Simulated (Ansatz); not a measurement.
# WSF4 (tungsten tetrafluoride sulfide) at 5 levels

Wanted: a comparison of 5 runs (HF/def2-SVP, CAM-B3LYP/def2-SVP, PBE0/def2-SVP, wB97X/def2-SVP, SVWN5/def2-SVPD) of WSF4 (tungsten tetrafluoride sulfide). 

Program for the calculation: Ansatz 0.2.0.

5 further runs of the same task are left out: 1 for a known fault of the program, 1 that didn't finish, 3 set aside as unsound or not needed.

**1. The system as given**

WSF4 has 6 atoms, charge 0, and is taken as a singlet. As SMILES, `[F][W]([F])([F])([F])=[S]`. The shape is that of a PBE0-D4/def2-TZVP optimisation.

Bond lengths: F1–W2 1.847 Å, W2–F3 1.847 Å, W2–F4 1.847 Å, W2–F5 1.847 Å, W2–S6 2.092 Å. Angles: F1–W2–F3 85.9°, F1–W2–F4 85.9°, F1–W2–F5 149.0°, F1–W2–S6 105.5°, F3–W2–F4 149.0°, F3–W2–F5 85.9°, F3–W2–S6 105.5°, F4–W2–F5 85.9°, F4–W2–S6 105.5°, F5–W2–S6 105.5°.

**2. Energy and forces at HF/def2-SVP (core potential) (run 1)**

The input, job.yaml:

```yaml
crystal:
  periodic: [false, false, false]
  atoms:
    - {symbol: F, position_ang: [-0.752800, -1.555000, 0.668600]}
    - {symbol: W, position_ang: [0.007000, -0.014300, -0.010700]}
    - {symbol: F, position_ang: [1.552100, -0.558200, 0.843400]}
    - {symbol: F, position_ang: [-1.177400, -0.207900, -1.415000]}
    - {symbol: F, position_ang: [1.127500, 0.788800, -1.240300]}
    - {symbol: S, position_ang: [-0.756400, 1.546700, 1.154000]}
basis:
  gaussian: {orbitals: def2-SVP}
total_charge: 0
hamiltonian: {xc: hf}
accuracy: high
output: {forces: true, orbitals: {seedname: orbitals}}
```

Launch:

```sh
$ ansatz run job.yaml --threads 1 --pin off --max-ram 2610MiB --events-out events.jsonl --progress --plain --runs-dir runs
```

What it wrote:

```text
Warning: RAYON_NUM_THREADS=1 ignored (pool sized by the plan → 1); use --threads N
Functional definition: HF
  name "HF"
  exchange = exact_x
  correlation = 0
2242 factors; integrals over basis functions are off by at most 3.5e-9 eV
mean field evaluation 1: about -23429.7294 eV, gradient 7.0e1 eV
mean field evaluation 2: about -23429.9473 eV, gradient 7.0e1 eV
mean field evaluation 4: about -23439.5293 eV, gradient 1.1e1 eV
mean field evaluation 8: about -23439.8199 eV, gradient 7.7e-1 eV
mean field evaluation 16: about -23439.8229 eV, gradient 8.9e-7 eV
mean field -23439.82291722 eV, -861.3976041254 hartree, gradient 2.6e-8 eV, S^2 0.000000; 0 other end points of the search recorded, 0 dependent functions left out
the calculation of the forces begins
reference -23439.82291722 eV, -861.3976041254 hartree; 33, 33 occupied and 73, 73 virtual orbitals, 2242 factors
Total energy: -23439.82291722 eV, -861.3976041254 hartree
Atom 0 at    -0.752800    -1.555000     0.668600 Å, force     0.064132     0.073152    -0.065964 eV/Å
Atom 1 at     0.007000    -0.014300    -0.010700 Å, force    -0.361677     0.741558     0.555858 eV/Å
Atom 2 at     1.552100    -0.558200     0.843400 Å, force    -0.089019     0.007673    -0.078062 eV/Å
Atom 3 at    -1.177400    -0.207900    -1.415000 Å, force     0.091253    -0.015819     0.070227 eV/Å
Atom 4 at     1.127500     0.788800    -1.240300 Å, force    -0.059596    -0.081029     0.059289 eV/Å
Atom 5 at    -0.756400     1.546700     1.154000 Å, force     0.354906    -0.725535    -0.541348 eV/Å
Dipole moment:    -0.087043     0.177890     0.132599 e Å
```

It took 21 s on 1 thread of Intel Xeon at 2.50GHz (Skylake/Cascade Lake), shared host; peak memory 0.37 GiB.

**3. Energy and gradient at CAM-B3LYP/def2-SVP (core potential) (run 2)**

The input, in.yaml:

```yaml
crystal:
  periodic: [false, false, false]
  atoms:
    - {symbol: F, position_ang: [-0.752800, -1.555000, 0.668600]}
    - {symbol: W, position_ang: [0.007000, -0.014300, -0.010700]}
    - {symbol: F, position_ang: [1.552100, -0.558200, 0.843400]}
    - {symbol: F, position_ang: [-1.177400, -0.207900, -1.415000]}
    - {symbol: F, position_ang: [1.127500, 0.788800, -1.240300]}
    - {symbol: S, position_ang: [-0.756400, 1.546700, 1.154000]}
basis:
  gaussian:
    orbitals: def2-SVP
hamiltonian:
  xc: {name: CAM-B3LYP}
accuracy: high
output:
  forces: true
  orbitals: {seedname: orbitals}
```

Launch:

```sh
$ ansatz run in.yaml --threads 1 --pin off --max-ram 2610MiB --events-out events.jsonl --progress --plain --runs-dir runs
```

What it wrote, cut to the lines that bear on the results:

```text
Warning: RAYON_NUM_THREADS=1 ignored (pool sized by the plan → 1); use --threads N
Functional definition: CAM-B3LYP
  name "CAM-B3LYP"
[...]
2242 factors; integrals over basis functions are off by at most 3.5e-9 eV
428 factors; integrals over basis functions are off by at most 1.9e-9 eV
[...]
mean field -23519.58844871 eV, -864.3289333405 hartree, gradient 5.2e-8 eV, S^2 0.000000; 0 other end points of the search recorded, 0 dependent functions left out
[...]
reference -23519.58846889 eV, -864.3289340821 hartree; 33, 33 occupied and 73, 73 virtual orbitals, 2242 factors
Total energy: -23519.58846889 eV, -864.3289340821 hartree
Atom 0 at    -0.752800    -1.555000     0.668600 Å, force    -0.096229    -0.195361     0.086181 eV/Å
Atom 1 at     0.007000    -0.014300    -0.010700 Å, force    -0.085681     0.177266     0.134845 eV/Å
Atom 2 at     1.552100    -0.558200     0.843400 Å, force     0.194846    -0.068705     0.107751 eV/Å
Atom 3 at    -1.177400    -0.207900    -1.415000 Å, force    -0.150947    -0.024697    -0.179212 eV/Å
Atom 4 at     1.127500     0.788800    -1.240300 Å, force     0.142478     0.102205    -0.156490 eV/Å
Atom 5 at    -0.756400     1.546700     1.154000 Å, force    -0.004467     0.009292     0.006925 eV/Å
Dipole moment:    -0.056007     0.114435     0.085269 e Å
```

Wall time 37 s (1 thread of Intel Xeon at 2.50GHz (Skylake/Cascade Lake), shared host); peak memory 0.5 GiB.

Run 3 isn't shown in full; the table further down has it.

**4. Energy and forces at wB97X/def2-SVP (core potential) (run 4)**

The input, input.yaml:

```yaml
crystal:
  periodic: [false, false, false]
  atoms:
    - symbol: F
      position_ang: [-0.752800, -1.555000, 0.668600]
    - symbol: W
      position_ang: [0.007000, -0.014300, -0.010700]
    - symbol: F
      position_ang: [1.552100, -0.558200, 0.843400]
    - symbol: F
      position_ang: [-1.177400, -0.207900, -1.415000]
    - symbol: F
      position_ang: [1.127500, 0.788800, -1.240300]
    - symbol: S
      position_ang: [-0.756400, 1.546700, 1.154000]
basis:
  gaussian:
    orbitals: def2-SVP
hamiltonian:
  xc: {name: wB97X}
accuracy: high
output: {forces: true, orbitals: {seedname: orbitals}}
```

Launch:

```sh
$ ansatz run input.yaml --threads 1 --pin off --max-ram 2610MiB --events-out events.jsonl --progress --plain --runs-dir runs
```

What it wrote:

```text
Warning: RAYON_NUM_THREADS=1 ignored (pool sized by the plan → 1); use --threads N
[... 30 lines left out ...]
Total energy: -23520.80264310 eV, -864.3735541612 hartree
[... 6 lines left out ...]
Dipole moment:    -0.042041     0.085876     0.063958 e Å
```

Run time: 1.7 min. Hardware: 1 thread of Intel Xeon at 2.50GHz (Skylake/Cascade Lake), shared host; peak memory 0.79 GiB.

**5. Energy and gradient at SVWN5/def2-SVPD (core potential) (run 5)**

The input, in.yaml:

```yaml
crystal:
  periodic: [false, false, false]
  atoms:
    - symbol: F
      position_ang: [-0.752800, -1.555000, 0.668600]
    - symbol: W
      position_ang: [0.007000, -0.014300, -0.010700]
    - symbol: F
      position_ang: [1.552100, -0.558200, 0.843400]
    - symbol: F
      position_ang: [-1.177400, -0.207900, -1.415000]
    - symbol: F
      position_ang: [1.127500, 0.788800, -1.240300]
    - symbol: S
      position_ang: [-0.756400, 1.546700, 1.154000]
basis:
  gaussian:
    orbitals: def2-SVPD
hamiltonian:
  xc: {name: SVWN5}
output: {forces: true, orbitals: {seedname: orbitals}}
accuracy: high
```

Launch:

```sh
$ ansatz run in.yaml --threads 1 --pin off --max-ram 2610MiB --events-out events.jsonl --progress --plain --runs-dir runs
```

What it wrote, cut to the lines that bear on the results:

```text
Warning: RAYON_NUM_THREADS=1 ignored (pool sized by the plan → 1); use --threads N
Functional definition: SVWN5
  name "SVWN5"
[...]
3086 factors; integrals over basis functions are off by at most 3.4e-9 eV
[...]
mean field -23416.99775614 eV, -860.5587949271 hartree, gradient 3.0e-8 eV, S^2 0.000000; 0 other end points of the search recorded, 0 dependent functions left out
[...]
reference -23416.99776044 eV, -860.5587950849 hartree; 33, 33 occupied and 121, 121 virtual orbitals, 3086 factors
Total energy: -23416.99776044 eV, -860.5587950849 hartree
Atom 0 at    -0.752800    -1.555000     0.668600 Å, force    -0.176680    -0.261613     0.173121 eV/Å
Atom 1 at     0.007000    -0.014300    -0.010700 Å, force     0.172751    -0.351281    -0.259674 eV/Å
Atom 2 at     1.552100    -0.558200     0.843400 Å, force     0.286335    -0.060638     0.207756 eV/Å
Atom 3 at    -1.177400    -0.207900    -1.415000 Å, force    -0.263014     0.009512    -0.247571 eV/Å
Atom 4 at     1.127500     0.788800    -1.240300 Å, force     0.202231     0.210706    -0.211857 eV/Å
Atom 5 at    -0.756400     1.546700     1.154000 Å, force    -0.221623     0.453315     0.338225 eV/Å
Dipole moment:    -0.061062     0.124771     0.092987 e Å
```

Run time: 39 s. Hardware: 1 thread of Intel Xeon at 2.50GHz (Skylake/Cascade Lake), shared host; peak memory 0.63 GiB.

**6. The series**

```csv
run,level,core potential,energy (Eh),dipole moment (D),HOMO energy (eV),LUMO energy (eV),wall time
1,HF/def2-SVP (core potential),def2-SVP,-861.397604,1.14,-12.60,-0.26,21 s
2,CAM-B3LYP/def2-SVP (core potential),def2-SVP,-864.328934,0.74,-10.74,-2.63,37 s
3,PBE0/def2-SVP (core potential),def2-SVP,-863.933591,0.67,-9.54,-3.86,39 s
4,wB97X/def2-SVP (core potential),def2-SVP,-864.373554,0.55,-11.78,-1.58,1.7 min
5,SVWN5/def2-SVPD (core potential),def2-SVPD,-860.558795,0.80,-8.43,-4.95,39 s
```

**7. What came out**

| quantity | value |
| --- | --- |
| run 5: total energy | -860.55880 Eh |
| run 5: dipole moment | 0.80 D |
| run 5: HOMO energy | -8.43 eV |
| run 5: LUMO energy | -4.95 eV |
| run 5: HOMO–LUMO gap | 3.49 eV |
| run 5: largest force on an atom | 0.607 eV/Å |

What this shows: The dipole moment (its size) runs from 0.55 D (wB97X/def2-SVP) to 1.14 D (HF/def2-SVP). The HOMO–LUMO gap runs from 3.49 eV (SVWN5/def2-SVPD) to 12.34 eV (HF/def2-SVP). The two ends differ in method and basis. Totals of different functionals can't be ranked against each other. All runs together took 4 min, the longest 1.7 min.
